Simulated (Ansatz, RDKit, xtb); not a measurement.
# Isomers of C3H5FN2Si, a sample narrowed down

A sample of isomers of C3H5FN2Si is drawn. Aim: find which of them has the lowest free energy at 298.15 K, then its properties. The sample is small against all isomers, and the most stable one of this formula need not be in it.

The funnel: GFN2-xTB relaxations, single points with a density functional, relaxations at B3LYP/def2-SVP, harmonic vibrations (at GFN2-xTB), and a last energy at a higher level. All values are calculated.

### Step 1. Drawing up candidates

Isomers were taken from a list of plausible structures; this is a sample, not all of them. That gives 9 candidates.

```csv
label,SMILES,spin
c019,Fc1c[nH]nc1[SiH3],singlet
c047,Fc1n[nH]cc1[SiH3],singlet
c308,Fc1ccnn1[SiH3],singlet
c347,Fc1[nH]ncc1[SiH3],singlet
c418,Fc1cc([SiH3])[nH]n1,singlet
c554,Fc1cnn([SiH3])c1,singlet
c570,Fc1cc([SiH3])n[nH]1,singlet
c641,Fc1ccn([SiH3])n1,singlet
c683,Fc1cn[nH]c1[SiH3],singlet
```

Candidates are built by distance geometry, with a force field where one applies, in up to four conformers (letters a to d).

**Question.** With final energies at CCSD(T)/def2-SVP + MP2/def2-TZVPP - MP2/def2-SVP, which structure will this search put lowest in free energy, and by what margin?

| quantity | value |
| --- | --- |
| lowest structure found | Fc1ccn([SiH3])n1, singlet |
| next finalist | Fc1ccnn1[SiH3], singlet, 3.9 kcal/mol higher in G |
| share at equilibrium, among the finalists | 99.9 % |

`Fc1ccn([SiH3])n1` comes out lowest. Among the finalists first place is clear (3.9 kcal/mol); structures outside the list aren't covered. GFN2-xTB, HF/STO-3G, r2SCAN-D4/def2-SVP, B3LYP/def2-SVP, HF/def2-SVP and MP2/def2-SVP already put its bonding pattern lowest among the structures in one piece. The search is not exhaustive (a finite list of starts, one conformer a finalist), so a lower isomer can't be ruled out. Only 9 drawn patterns were tried, so whole families of isomers are missing, and the result ranks this sample alone. The lowest isomer need not be the one that is made and kept in a bottle, which depends on barriers.
